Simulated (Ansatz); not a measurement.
**H6OSSn: a barrier at many levels of theory**

How high is the barrier of this step (Sn1–S7 formed, O2–H6 formed, Sn1–O2 broken, H6–S7 broken), and how far do cheaper methods land from CCSD(T)?

Method: single points in def2-TZVPP on PBE0-D4/def2-TZVP structures; program: Ansatz 0.2.0, Gaussian basis.

Levels: SPW92, PBE-D4, BLYP-D4, r2SCAN-D4, B97M-V, PBE0-D4, B3LYP-D4, r2SCAN0-D4, BHLYP-D4, CAM-B3LYP-D4, wB97X-V, wB97M-V, B2PLYP, PBE-QIDH, RPA on PBE, Hartree-Fock, MP2, CCSD, CCSD(T). The reference is CCSD(T) at the basis limit, from triple and quadruple zeta. Zero-point energies come from PBE0-D4 vibrations.

Cores are frozen in the correlated methods. Filled d shells of the heavier atoms are correlated. Core potentials replace the inner electrons past krypton, and spin-orbit coupling is left out. B3LYP uses VWN-RPA correlation. B2PLYP carries no dispersion term here.

80 further runs of the same task are left out: 80 set aside as unsound or not needed. Runs told in other sessions of the task aren't counted.

## Step 1: Start, saddle and end, as given

Charge 0, multiplicity 1. The folders r, ts and p hold the start, the saddle and the end; their coordinates stand in the first inputs.

| pair | r (Å) | ts (Å) | p (Å) |
| --- | --- | --- | --- |
| Sn1–S7 | 3.824 | 2.948 | 2.428 |
| O2–H6 | 2.071 | 1.192 | 0.967 |
| Sn1–O2 | 1.984 | 2.111 | 3.283 |
| H6–S7 | 1.351 | 1.652 | 2.479 |

## Step 2: SPW92/def2-TZVPP

Input file r/in.yaml:

```yaml
crystal:
  periodic: [false, false, false]
  atoms:
    - {symbol: Sn, position_ang: [-0.468025, 0.700733, -1.067524]}
    - {symbol: O, position_ang: [0.528385, 0.993595, 0.622984]}
    - {symbol: H, position_ang: [0.432187, -0.470755, -1.902103]}
    - {symbol: H, position_ang: [-0.477307, 2.213231, -1.867493]}
    - {symbol: H, position_ang: [-2.045332, 0.199196, -0.668620]}
    - {symbol: H, position_ang: [0.366182, -0.857667, 1.537525]}
    - {symbol: S, position_ang: [-0.011374, -2.151008, 1.439104]}
    - {symbol: H, position_ang: [0.487360, 1.899850, 0.935252]}
    - {symbol: H, position_ang: [1.187923, -2.527075, 0.970774]}
basis:
  gaussian: {orbitals: def2-TZVPP}
hamiltonian: {xc: lda}
```

Input file ts/in.yaml:

```yaml
crystal:
  periodic: [false, false, false]
  atoms:
    - {symbol: Sn, position_ang: [-0.455379, 0.328613, -0.949484]}
    - {symbol: O, position_ang: [0.667553, 0.859275, 0.757672]}
    - {symbol: H, position_ang: [0.423503, -0.710185, -1.958145]}
    - {symbol: H, position_ang: [-0.309371, 1.937723, -1.558316]}
    - {symbol: H, position_ang: [-2.102052, 0.050676, -0.640845]}
    - {symbol: H, position_ang: [0.429191, -0.191138, 1.268060]}
    - {symbol: S, position_ang: [-0.136010, -1.737365, 1.129678]}
    - {symbol: H, position_ang: [0.428602, 1.657847, 1.241349]}
    - {symbol: H, position_ang: [1.053961, -2.195346, 0.709932]}
basis:
  gaussian: {orbitals: def2-TZVPP}
hamiltonian: {xc: lda}
```

Input file p/in.yaml:

```yaml
crystal:
  periodic: [false, false, false]
  atoms:
    - {symbol: Sn, position_ang: [-0.794016, -0.127657, -1.035372]}
    - {symbol: O, position_ang: [1.497944, 1.181991, 0.915744]}
    - {symbol: H, position_ang: [0.730821, -0.141647, -1.780691]}
    - {symbol: H, position_ang: [-1.375596, 1.417613, -0.643454]}
    - {symbol: H, position_ang: [-1.931821, -0.968153, -1.996982]}
    - {symbol: H, position_ang: [1.123530, 0.393900, 1.332689]}
    - {symbol: S, position_ang: [-0.660284, -1.308741, 1.081487]}
    - {symbol: H, position_ang: [1.369682, 1.890179, 1.550616]}
    - {symbol: H, position_ang: [0.039740, -2.337385, 0.575862]}
basis:
  gaussian: {orbitals: def2-TZVPP}
hamiltonian: {xc: lda}
```

Each run has its own folder and the same command.

Run with:

```
$ ansatz run in.yaml --threads 4 --pin off --events-out ev --progress --plain --max-ram 9574MiB
```

After this run come: PBE-D4/def2-TZVPP; BLYP-D4/def2-TZVPP; r2SCAN-D4/def2-TZVPP; B97M-V/def2-TZVPP; PBE0-D4/def2-TZVPP; B3LYP-D4/def2-TZVPP; r2SCAN0-D4/def2-TZVPP; BHLYP-D4/def2-TZVPP; CAM-B3LYP-D4/def2-TZVPP; wB97X-V/def2-TZVPP; wB97M-V/def2-TZVPP; B2PLYP/def2-TZVPP; PBE-QIDH/def2-TZVPP; RPA on PBE/def2-TZVPP; CCSD(T)/def2-TZVPP; MP2/def2-QZVPP; SPW92/def2-SVP; PBE-D4/def2-SVP; PBE0-D4/def2-SVP; wB97M-V/def2-SVP; CCSD(T)/def2-SVP; Vibrations of the start structure; Vibrations of the end structure.

**Question.** What will these runs give? Wanted: barrier, CCSD(T)/CBS; reverse barrier, CCSD(T)/CBS; step energy, CCSD(T)/CBS; barrier with zero-point energy; step energy with zero-point energy; imaginary mode at the saddle; largest T1 diagnostic.

The runs gave:

```
                          quantity         value
              barrier, CCSD(T)/CBS   63.2 kJ/mol
      reverse barrier, CCSD(T)/CBS  110.9 kJ/mol
          step energy, CCSD(T)/CBS  -47.7 kJ/mol
    barrier with zero-point energy   60.5 kJ/mol
step energy with zero-point energy  -40.0 kJ/mol
      imaginary mode at the saddle     756i cm⁻¹
             largest T1 diagnostic         0.013
```

What this shows: The functionals run from wB97M-V, off by -1.4 kJ/mol, to SPW92, off by -50.3 kJ/mol, against CCSD(T)/CBS. Mean unsigned error by rung: LDA 50.3, GGA 19.3, meta-GGA 11.0, hybrid 10.0, range-separated hybrid 2.3, double hybrid 3.7 kJ/mol. The double hybrids carry no dispersion term here, unlike the levels marked D4 or V. PBE-D4 gives a barrier 26.9 kJ/mol too low, outside chemical accuracy (1 kcal/mol, 4.2 kJ/mol). Every functional without exact exchange puts the barrier too low, the usual mark of self-interaction error, which favours the spread-out density of a saddle. The barrier rises with the share of exact exchange, from BLYP-D4 through B3LYP-D4 to BHLYP-D4 (-11.8, -4.0, +8.9 kJ/mol). Hartree-Fock, with no correlation, is off by +45.8 kJ/mol. Zero-point motion lowers the barrier by 2.6 kJ/mol.
